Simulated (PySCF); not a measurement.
**CH3FGeO (SMILES F[CH]1[O][GeH2]1): BP86/6-311G(d,p)**

What is the vertical ionisation energy of CH3FGeO at BP86/6-311G**? 

Program for the calculation: PySCF 2.14.0.

## Step 1: The molecule

CH3FGeO has 7 atoms, charge 0, and is taken as a singlet. As SMILES, `F[CH]1[O][GeH2]1`. The shape is that of a PBE0-D4/def2-TZVP optimisation.

Bond lengths: F1–C2 1.359 Å, C2–O3 1.361 Å, C2–Ge4 1.924 Å, O3–Ge4 1.867 Å, C2–H5 1.092 Å, Ge4–H6 1.528 Å, Ge4–H7 1.525 Å. Some angles: F1–C2–O3 114.5°, F1–C2–Ge4 119.4°, O3–C2–Ge4 66.8°, C2–O3–Ge4 71.2°, C2–Ge4–O3 42.0°, F1–C2–H5 108.9°, O3–C2–H5 117.1°, Ge4–C2–H5 124.0°, C2–Ge4–H6 122.8°, C2–Ge4–H7 119.4°.

## Step 2: A single-point energy at BP86/6-311G(d,p)

calc.py reads:

```python
# F[CH]1[O][GeH2]1
from pyscf import gto, dft

system = gto.Mole()
system.atom = '''
F        0.620300      -1.843500       0.496800
C        0.422600      -0.512700       0.688900
O        1.164100       0.290200      -0.122100
Ge      -0.637600       0.477700      -0.574100
H        0.452300      -0.300800       1.759600
H       -1.088200       1.916400      -0.327200
H       -0.872300      -0.095400      -1.967600
'''
system.basis = '6-311g**'
system.max_memory = 1860
system.verbose = 3
system.spin = 0
system.build()

mf = dft.RKS(system, xc='bp86')
mf.conv_tol = 1e-10
mf.grids.level = 4
mf.kernel()
if not mf.converged:
    mf = mf.newton().run(mf.mo_coeff, mf.mo_occ)

e_tot = mf.e_tot
print('Final energy', e_tot)
```

Run with:

```
OMP_NUM_THREADS=1 python calc.py
```

Output:

```text
converged SCF energy = -2292.22298637501
Final energy -2292.222986375013
```

It took 20 s on 1 thread of Arm Neoverse V2, shared host; peak memory 0.63 GiB.

## Step 3: The doublet cation

run.py reads:

```python
from pyscf import gto, dft

mol = gto.M(
    atom='''
F    0.620300  -1.843500   0.496800
C    0.422600  -0.512700   0.688900
O    1.164100   0.290200  -0.122100
Ge  -0.637600   0.477700  -0.574100
H    0.452300  -0.300800   1.759600
H   -1.088200   1.916400  -0.327200
H   -0.872300  -0.095400  -1.967600
''',
    basis='6-311g**',
    charge=1,
    max_memory=1860,
    spin=1,
    verbose=3,
)

ks = dft.UKS(mol)
ks.xc = 'bp86'
ks.grids.level = 4
ks.conv_tol = 1e-10
ks.kernel()
if not ks.converged:
    ks = ks.newton().run(ks.mo_coeff, ks.mo_occ)

e_final = ks.e_tot
print('E(%s) = %.9f' % ('BP86', e_final))
```

Run with:

```
OMP_NUM_THREADS=1 python run.py
```

Output:

```text
WARN: HOMO -0.270397899618656 >= LUMO -0.270397899618649

converged SCF energy = -2291.87508518344  <S^2> = 0.75158592  2S+1 = 2.0015853
E(BP86) = -2291.875085183
```

Wall time 37 s (1 thread of Arm Neoverse V2, shared host); peak memory 0.64 GiB.

## Step 4: Outcome

At BP86/6-311G**:

```
                                          quantity           value
                     singlet CH3FGeO: total energy  -2292.22299 Eh
                    singlet CH3FGeO: dipole moment          2.45 D
                      singlet CH3FGeO: HOMO energy        -6.10 eV
                      singlet CH3FGeO: LUMO energy        -2.01 eV
                    singlet CH3FGeO: HOMO–LUMO gap         4.08 eV
                      doublet cation: total energy  -2291.87509 Eh
doublet cation: HOMO energy (highest over α and β)       -13.79 eV
 doublet cation: LUMO energy (lowest over α and β)       -12.87 eV
                              doublet cation: ⟨S²⟩           0.752
vertical ionisation energy (to the doublet cation)        9.467 eV
```

The vertical ionisation energy comes to 9.47 eV (913 kJ/mol). The negative HOMO energy of the first species, 6.10 eV, lies 3.37 eV below that difference.
